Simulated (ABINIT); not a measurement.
GaSb3 in ABINIT: the effect of functional

The system is GaSb3.

```xyz
4
Lattice="0.0000 3.7306 3.7306 3.7306 0.0000 3.7306 3.7306 3.7306 0.0000" Properties=species:S:1:pos:R:3 pbc="T T T"
Sb    3.7306    3.7306    3.7306
Sb    5.5959    5.5959    5.5959
Sb    1.8653    1.8653    1.8653
Ga    0.0000    0.0000    0.0000
```

The cell comes from a database or a generator and needn't be the stable form of this composition.

Alike in all runs:

| Item | Value |
| --- | --- |
| Program | ABINIT 10.8.3 (patched build) |
| Task | band structure |
| k mesh | 6 × 6 × 6 |
| Occupations | fermi-dirac, width 0.05 eV |
| Spin | no spin polarisation |

```tsv
functional	potentials or basis	cutoff	pressure (GPa)
PBEsol	PseudoDojo NC SR PBEsol v0.4.1 standard	1088 eV	?
LDA	JTH PAW LDA v2.0	463 eV	-4.7
r2SCAN	JTH PAW PBE v2.0	544 eV	-1.5
```

Problem. What does the run with functional PBEsol give?

Solution. Pressure -3.5 GPa.

Caveats: the PAW data sets were made with another functional, which shifts forces and pressure a little (some runs).

Runs at the PBE level aren't shown here.
